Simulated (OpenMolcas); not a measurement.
**Cr³⁺ among point charges: CASSCF and CASPT2 levels and susceptibility**

How does a field of 6 point charges split the states of Cr³⁺, and what χT follows?

The numbers are computed with OpenMolcas 26.06 (state-averaged CASSCF and CASPT2, spin-orbit coupling by RASSI with atomic mean-field integrals), except any that are marked as measured or tabulated.

### Step 1. Starting point

```
Species                           : Cr³⁺ (chromium, Z = 24, 21 electrons)
Basis                             : ANO-RCC-VTZP [6s5p3d2f1g], 59 functions
Scalar Hamiltonian                : DKH2, point nucleus
Inactive shells                   : 1s 2s 2p 3s 3p
Active space                      : 3 electrons in 5 orbitals (3d)
Some configurations of this space : 3d3
Orbitals                          : optimised for each spin and parity, averaged over all roots
```

The outer shells:

3d3
```
3d [↑ ][↑ ][↑ ][  ][  ]
```

The ion sits among 6 point charges of -2.2 e arranged as an octahedron (Oh), 2.16 Å from the ion.

The work runs as a chain of OpenMolcas steps in one folder; each step below is one input file. Labels, J, g values, rates, χT and fits are worked out afterwards by a script from the matrices that RASSI stores. The input lists half of the charges; inversion (Group=XYZ) makes the rest.

### Step 2. GATEWAY and SEWARD: basis and integrals

File a.inp:

```
&GATEWAY
Coord
1

Cr 0.0 0.0 0.0
Basis=ANO-RCC-VTZP
Group=XYZ
NoMove
AngMom=0.0 0.0 0.0
AMFI
XField
3 Angstrom 0
2.160000 0.000000 0.000000 -2.200000
0.000000 2.160000 0.000000 -2.200000
0.000000 0.000000 2.160000 -2.200000
&SEWARD
```

Started as:

```sh
$ OMP_NUM_THREADS=1 MOLCAS_MEM=1689 MOLCAS_PROJECT=a pymolcas a.inp > a.log
```

### Step 3. Reference wave functions, quartets of even parity, 10 roots

File a.inp:

```
&RASSCF
FileOrb=start.orb
Symmetry=1
Spin=4
nActEl=3 0 0
Inactive=3 6
Ras2=5 0
CIRoot=10 10 1
SDav=10
CIMx=300
Iter=120 100
PrWF=0.3
OrbListing=Nothing
MaxOrb=0
>>> COPY $Project.JobIph JOB001
```

start.orb holds the contracted functions of the basis, ordered by shell, or the orbitals of the step before.

### Step 4. CASSCF: doublets of even parity, 40 roots

File a.inp:

```
&RASSCF
FileOrb=start.orb
Symmetry=1
Spin=2
nActEl=3 0 0
Inactive=3 6
Ras2=5 0
CIRoot=40 40 1
SDav=40
CIMx=300
Iter=120 100
PrWF=0.3
OrbListing=Nothing
MaxOrb=0
>>> COPY $Project.JobIph JOB002
```

### Step 5. State interaction with spin-orbit coupling

File a.inp:

```
&RASSI
NrOfJobIphs=2 10 40
1 2 3 4 5 6 7 8 9 10
1 2 3 4 5 6 7 8 9 10 11 12 13 14 15 16 17 18 19 20 21 22 23 24 25 26 27
28 29 30 31 32 33 34 35 36 37 38 39 40
IphNames
JOB001
JOB002
EJob
SpinOrbit
DIPRint=1.0
SOCoupling=1000.0
Subsets=2
Property=9
'ANGMOM' 1 'ANGMOM' 2 'ANGMOM' 3 'MLTPL  1' 1 'MLTPL  1' 2 'MLTPL  1' 3
'AMFI' 1 'AMFI' 2 'AMFI' 3
SOProperty=3
'ANGMOM' 1 'ANGMOM' 2 'ANGMOM' 3
```

### Step 6. CASPT2: IPEA 0.25, imaginary shift 0.1 (closed shells correlated: 3s 3p)

File a.inp:

```
>>> COPY JOB001 $Project.JobIph
&CASPT2
Multistate=10 1 2 3 4 5 6 7 8 9 10
NoMult
Frozen=2 3
IPEA=0.25
Imaginary=0.1
MaxIter=60
WThr=0.0 0.3 0.05
PrWF=0.5
NoMix
>>> COPY JOB002 $Project.JobIph
&CASPT2
Multistate=40 1 2 3 4 5 6 7 8 9 10 11 12 13 14 15 16 17 18 19 20 21 22
23 24 25 26 27 28 29 30 31 32 33 34 35 36 37 38 39 40
NoMult
Frozen=2 3
IPEA=0.25
Imaginary=0.1
MaxIter=60
WThr=0.0 0.3 0.05
PrWF=0.5
NoMix
```

(Steps that only read results are left out.)

What does the calculation give? Wanted: spin-free ground state; first state of the same spin within the active space; lowest level; next level.

The runs gave:

| quantity | value |
| --- | --- |
| method | SS-CASPT2, IPEA 0.25, imaginary shift 0.1 (closed shells correlated: 3s 3p) |
| spin-free ground state | 4A2, 1-fold in its orbital part |
| first state of the same spin within the active space | 4T2 at 2920 cm⁻¹ |
| lowest level | 4-fold Γ8 |
| next level | 2842.6 cm⁻¹ |
| χT at 300 K | 1.62 cm³ K/mol |
| effective moment at 300 K | 3.60 μB |

Cost by method:

```
                                              method  time of its own steps  time with the reference
                                           A. CASSCF                  8.8 s                    8.8 s
B. SS-CASPT2, IPEA 0.25, imaginary shift 0.1, +3s 3p                  5.4 s                     14 s
```

Times are of one thread on a shared host.

In words: The spin-free ground state (4A2) comes to 100 % from free-ion F terms and keeps the highest spin of the shell. χT at 300 K is 1.62, against 1.88 cm³ K/mol for the spin alone, so spin-orbit coupling lowers it. CASPT2 does not keep the components of a term degenerate, and the means are used. The field of point charges can differ much from that of real complexes. This is an electrostatic model: the charges have no orbitals.
